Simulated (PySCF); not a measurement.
# BH7SeSi2: the cost of one run

The runs use PySCF 2.14.0, with density-fitted response routines of our own; the level of theory stands in each step. All values are computed, except where a source is named. Atoms are numbered from 0 throughout.

**1. The starting structure**

11 atoms, charge 0, multiplicity 1; geometry from: GFN2-xTB. The atoms were then displaced at random by about 0.01 Å, so the start is not that level's minimum.

Bonds of the start (Å): B0–Si1 1.90, Si1–Se2 2.47, Se2–Si3 2.32, B0–H4 1.20, B0–H5 1.18, Si1–H6 1.47, Si1–H7 1.48, Si3–H8 1.46, Si3–H9 1.45, Si3–H10 1.43.

**2. Geometry optimisation at PBE0-D3(BJ)/def2-SVP**

What the job is given:

```
{"job": {"xc": "PBE0", "basis": "def2-SVP", "d3": "d3bj", "grid": 1, "shake": 0.01, "kind": "geom"}, "charge": 0, "multiplicity": 1}
B     -1.567220     0.632670    -0.456260
Si    -1.430850    -0.991880     0.528570
Se     0.194200     0.821470     0.938170
Si     1.976210     0.262820    -0.430130
H     -2.347930     1.469890    -0.102640
H     -1.157140     0.739480    -1.552720
H     -1.897220    -1.273400     1.890280
H     -0.547620    -2.136450     0.215230
H      1.437700    -0.624860    -1.450140
H      2.921740    -0.424290     0.419710
H      2.456240     1.498720    -0.975820
```

On the command line:

```sh
$ OMP_NUM_THREADS=1 python probes_run.py task.json out
```

One launch serves the whole session: the jobs run in the order shown.

Q: Estimate the wall time and peak memory of this first job on 1 thread of Intel Xeon 6975P-C, shared host.

About 25 s, with a peak of 0.51 GiB.
